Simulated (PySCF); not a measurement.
# C4H7N3O: magnetic properties

Aim: compute the magnetic properties of C4H7N3O (`COc1nn[nH]c1C`).

Computed with PySCF 2.14.0 and routines of our own; the level stands in each step. Atoms count from 0.

## 1. The system as given

15 atoms, charge 0, multiplicity 1; geometry from: GFN2-xTB.

## 2. Magnetic properties: GIAO B3LYP/pcSseg-1

The job: settings as JSON, then the geometry in Å.

```
{"job": {"kind": "mag", "xc": "B3LYP", "basis": "pcSseg-1", "isotopologues": 2}, "charge": 0, "multiplicity": 1}
C     -2.611763     0.195732     0.093585
O     -1.287662     0.652147     0.292236
C     -0.338590    -0.218469    -0.095114
N     -0.580733    -1.430423    -0.629380
N      0.537259    -2.008829    -0.884088
N      1.520967    -1.194418    -0.527382
C      1.036240    -0.033535    -0.014545
C      1.866089     1.093363     0.469191
H     -3.259746     0.997403     0.441275
H     -2.795477    -0.717877     0.664219
H     -2.793881    -0.010615    -0.963845
H      2.485228    -1.465326    -0.642045
H      2.715987     0.727355     1.042959
H      1.258633     1.737987     1.097966
H      2.243037     1.683495    -0.366944
```

Level: GIAO B3LYP/pcSseg-1 magnetisability, rotational g tensor and spin-rotation constants, non-relativistic, gas phase.

The run is started by

```console
$ OMP_NUM_THREADS=1 python excited_run.py task.json out
```

One launch serves the whole session: the jobs run in the order shown.

Log:

```text
coarse grid: 12960 points
cycle   1  E = -395.8798290642  dE =  1.510e+00  |g| = 6.308e-01  |ddm| = 3.702e+00
cycle   2  E = -395.7742634999  dE =  1.056e-01  |g| = 9.788e-01  |ddm| = 1.317e+00
cycle   3  E = -395.9536959499  dE = -1.794e-01  |g| = 1.608e-01  |ddm| = 8.618e-01
cycle   4  E = -395.9580275330  dE = -4.332e-03  |g| = 7.299e-02  |ddm| = 1.637e-01
cycle   5  E = -395.9591733223  dE = -1.146e-03  |g| = 2.049e-02  |ddm| = 7.302e-02
cycle   6  E = -395.9592527275  dE = -7.941e-05  |g| = 7.693e-03  |ddm| = 2.089e-02
cycle   7  E = -395.9592633670  dE = -1.064e-05  |g| = 2.320e-03  |ddm| = 6.437e-03
cycle   8  E = -395.9592645539  dE = -1.187e-06  |g| = 4.757e-04  |ddm| = 2.352e-03
final grid: 126624 points
cycle   9  E = -396.0284664461  dE = -3.655e-05  |g| = 6.871e-03  |ddm| = 2.862e-02
cycle  10  E = -396.0284595357  dE =  6.910e-06  |g| = 9.161e-03  |ddm| = 1.035e-02
cycle  11  E = -396.0284761638  dE = -1.663e-05  |g| = 1.575e-03  |ddm| = 6.421e-03
cycle  12  E = -396.0284766675  dE = -5.037e-07  |g| = 2.282e-04  |ddm| = 1.425e-03
cycle  13  E = -396.0284766712  dE = -3.706e-09  |g| = 1.902e-04  |ddm| = 3.170e-04
cycle  14  E = -396.0284766789  dE = -7.764e-09  |g| = 3.744e-05  |ddm| = 1.797e-04
cycle  15  E = -396.0284766792  dE = -3.006e-10  |g| = 9.987e-06  |ddm| = 4.096e-05
converged SCF energy = -396.0284766792

Magnetisability tensor (1e-30 J/T^2)
     -863.01      -77.52      -31.80
      -77.52    -1019.47      227.38
      -31.80      227.38    -1420.85
isotropic -1101.11   principal values   -1523.45   -977.90   -801.97
isotropic susceptibility -66.310 1e-6 cm^3/mol

Inertial axes            a          b          c
rot. const./GHz      3.4699     1.9416     1.2647
chi total           -50.093    -57.099    -91.738
chi diamagnetic    -442.114   -723.237  -1054.074
chi paramagnetic    392.021    666.137    962.336
quadrupole/D A       16.997    -13.058     -3.939
g nuclear            0.5739     0.5937     0.5801
g electronic        -0.6391    -0.6076    -0.5718
g total             -0.0651    -0.0139     0.0083

Spin-rotation constants (kHz, H = +C I.J)
atom  isotope        aa         bb         cc
  3    14N        0.898      0.457      0.076
  4    14N        1.064      0.404      0.096
  5    14N        0.729      0.226      0.117
  8     1H       -0.038     -0.070     -0.129
  9     1H       -0.302     -0.111      0.004
 10     1H       -0.301     -0.110      0.003
 11     1H        0.492     -0.215     -0.139
 12     1H       -0.084     -0.205     -0.075
 13     1H       -0.165     -0.068     -0.124
 14     1H       -0.328     -0.182      0.003
  0    13C*       0.625      0.417      0.291
  1    17O*      -0.508     -0.243     -0.074
  2    13C*       1.565      0.808      0.324
  6    13C*       1.242      0.780      0.196
  7    13C*       0.495      0.260      0.154
* in the singly substituted isotopologue

Isotopologues: g along a, b, c
2H    at 8,9,10,11,12,1    -0.0571    -0.0121     0.0071
13C   at 0                 -0.0651    -0.0135     0.0082
```

Run time: 24 s. Hardware: 1 thread of Intel Xeon Platinum 8375C at 2.90GHz, shared host; peak memory 0.75 GiB.

Key values:

```tsv
quantity	value
magnetisability	-1101·10⁻³⁰ J/T²
molar susceptibility	-66.3·10⁻⁶ cm³/mol
rotational g (a, b, c)	-0.0651, -0.0139, 0.0083
```

## 3. Magnetic properties: GIAO BP86/MINI

The job, as its differences from that of step 2:

```diff
@@ -1,2 +1,2 @@
-{"job": {"kind": "mag", "xc": "B3LYP", "basis": "pcSseg-1", "isotopologues": 2}, "charge": 0, "multiplicity": 1}
+{"job": {"kind": "mag", "xc": "BP86", "basis": "MINI", "scf": {"diis": false, "max_cycle": 76}}, "charge": 0, "multiplicity": 1}
 C     -2.611763     0.195732     0.093585
```

With the program's defaults for keys left out, this is: GIAO BP86/MINI magnetisability, rotational g tensor and spin-rotation constants, non-relativistic, gas phase.

Log:

```text
final grid: 126624 points
cycle   1  E = -392.9350939083  dE =  1.741e+00  |g| = 4.407e-01  |ddm| = 6.312e+00
cycle   2  E = -392.6414248799  dE =  2.937e-01  |g| = 1.100e+00  |ddm| = 2.475e+00
cycle   3  E = -391.6761187966  dE =  9.653e-01  |g| = 1.978e+00  |ddm| = 4.451e+00
cycle   4  E = -376.5129071213  dE =  1.516e+01  |g| = 5.126e+00  |ddm| = 1.361e+01
cycle   5  E = -336.0830055898  dE =  4.043e+01  |g| = 4.690e+00  |ddm| = 2.508e+01
cycle   6  E = -316.1123514783  dE =  1.997e+01  |g| = 3.014e+00  |ddm| = 3.242e+01
cycle   7  E = -331.7329890710  dE = -1.562e+01  |g| = 3.740e+00  |ddm| = 3.180e+01
cycle   8  E = -316.8421034680  dE =  1.489e+01  |g| = 3.571e+00  |ddm| = 3.201e+01
cycle   9  E = -331.5711297301  dE = -1.473e+01  |g| = 3.668e+00  |ddm| = 3.202e+01
cycle  10  E = -316.8950763287  dE =  1.468e+01  |g| = 3.604e+00  |ddm| = 3.203e+01
[... 56 cycles left out ...]
cycle  67  E = -331.5630741379  dE = -1.466e+01  |g| = 3.665e+00  |ddm| = 3.203e+01
cycle  68  E = -316.8984452508  dE =  1.466e+01  |g| = 3.606e+00  |ddm| = 3.203e+01
cycle  69  E = -331.5630741379  dE = -1.466e+01  |g| = 3.665e+00  |ddm| = 3.203e+01
cycle  70  E = -316.8984452508  dE =  1.466e+01  |g| = 3.606e+00  |ddm| = 3.203e+01
cycle  71  E = -331.5630741379  dE = -1.466e+01  |g| = 3.665e+00  |ddm| = 3.203e+01
cycle  72  E = -316.8984452508  dE =  1.466e+01  |g| = 3.606e+00  |ddm| = 3.203e+01
cycle  73  E = -331.5630741379  dE = -1.466e+01  |g| = 3.665e+00  |ddm| = 3.203e+01
cycle  74  E = -316.8984452508  dE =  1.466e+01  |g| = 3.606e+00  |ddm| = 3.203e+01
cycle  75  E = -331.5630741379  dE = -1.466e+01  |g| = 3.665e+00  |ddm| = 3.203e+01
cycle  76  E = -316.8984452508  dE =  1.466e+01  |g| = 3.606e+00  |ddm| = 3.203e+01
SCF not converged, last energy = -316.8984452508
```

Wall time 27 s (1 thread of Intel Xeon Platinum 8375C at 2.90GHz, shared host); peak memory 0.44 GiB.

Diagnosis: The SCF swings between two densities 14.66 Eh apart: plain iteration without DIIS overshoots. Cure: turn DIIS on. Numbers printed on the way are no properties of the molecule.

## 4. Results

| quantity | value |
| --- | --- |
| magnetisability (step 2, GIAO B3LYP/pcSseg-1) | -1101·10⁻³⁰ J/T² |
| molar susceptibility (step 2, GIAO B3LYP/pcSseg-1) | -66.3·10⁻⁶ cm³/mol |
| rotational g (a, b, c) (step 2, GIAO B3LYP/pcSseg-1) | -0.0651, -0.0139, 0.0083 |
| runs | 1 failed, 0 ended on unsound input |

The values above hold for this geometry and these levels alone. Vibrational averaging and real surroundings are missing from these values.
